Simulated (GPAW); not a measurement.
The system is RuAu.

```
Ru Au
1.0
     3.16481    0.00000    0.00000
     0.00000    3.16481    0.00000
     0.00000    0.00000    3.16481
Ru Au
1 1
Direct
  0.00000 0.00000 0.00000
  0.50000 0.50000 0.50000
```

The cell was built by a generator and needn't be a form met in nature.

Base run:

- Program: GPAW 26.7.0
- Functional: AM05
- Potentials or basis: PAW data sets generated in the run's folder for this functional
- Cutoff: 600 eV
- Basis: pw
- k mesh: 8 × 8 × 8
- Occupations: fermi-dirac, width 0.05 eV
- Spin: no spin polarisation

Its results: pressure -8.2 GPa.

**Question.** The run is repeated on the same cell with these changes: functional from AM05 to BLYP. What comes out?

**Answer.** Pressure 14.0 GPa.

BLYP binds less tightly than AM05, so the same cell stands under more pressure.

Caveats: with this Au data set, volumes or pressures lay over 1.5 % or 2 GPa off other programs in two to four cells of ten.
